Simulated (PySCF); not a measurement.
# CeH4O2 (Ce(H2O)23+): the cost of one run

Computed with PySCF 2.14.0. Level: PBE0, Ce lcecp-1-SVP with ECP47, O def2-SVP, H def2-SVP; scalar-relativistic core potentials, no spin–orbit coupling.

4 further runs of the same task are left out: 2 for a known fault of the program, 2 that didn't finish.

### Step 1. Where the work starts

7 atoms, charge 3, spin multiplicity 1.

Bond lengths: Ce1–O2 2.342 Å, Ce1–O5 2.343 Å, O2–H3 0.991 Å, O2–H4 0.991 Å, O5–H6 0.991 Å, O5–H7 0.991 Å. Angles: O2–Ce1–O5 114.3°, Ce1–O2–H3 129.6°, Ce1–O2–H4 127.8°, H3–O2–H4 102.6°, Ce1–O5–H6 127.7°, Ce1–O5–H7 129.7°, H6–O5–H7 102.6°.

Geometry (Å):

```csv
atom,x (Å),y (Å),z (Å)
Ce1,0.01280,-1.08943,0.00045
O2,-0.08304,0.17911,1.96713
H3,0.10873,1.14110,2.10800
H4,-0.31388,-0.13072,2.88015
O5,0.06201,0.18215,-1.96647
H6,0.32300,-0.11667,-2.87508
H7,-0.18545,1.13051,-2.11417
```

Formal oxidation states: Ce +3. Each metal's 1 4f electrons lie in its core potential, so multiplicities, spins and levels count the valence alone. An earlier session relaxed this geometry at PBE0, Ce lcecp-1-SVP with ECP47, O def2-SVP, H def2-SVP (singlet, point group C1).

Its energy there is -183.653254 Eh.

### Step 2. Atoms moved at random, σ = 0.06 Å

File run.py (the lines that set the calculation):

```python
mol = gto.M(atom='''
Ce    -0.05326    -1.09617    -0.04002
O      0.03832     0.27337     1.98052
H      0.01016     1.13937     2.10510
H     -0.29341    -0.09915     2.92384
O      0.03110     0.24249    -1.99641
H      0.30654    -0.27107    -2.77717
H     -0.11528     1.10723    -2.19587''',
    basis={'Ce': 'lcecp-1-SVP', 'O': 'def2-SVP', 'H': 'def2-SVP'},
    ecp={'Ce': 'lcecp-1-SVP'},
    charge=3, spin=0)
mf = dft.RKS(mol, xc='PBE0')
mf.grids.atom_grid = (50, 194)  # f atoms: unpruned, at least (60, 302)
mf = mf.density_fit()  # fitting sets: Ce AutoAux, O def2-universal-JKFIT, H def2-universal-JKFIT
mf.conv_tol = 1e-08; mf.max_cycle = 55
mf.kernel(dm0)  # dm0: the density of the relaxed state
```

On the command line:

```bash
$ OMP_NUM_THREADS=2 python run.py
```

**Question.** How long does this run take on 2 threads of Arm Neoverse V1, shared host?

About 2.8 s.
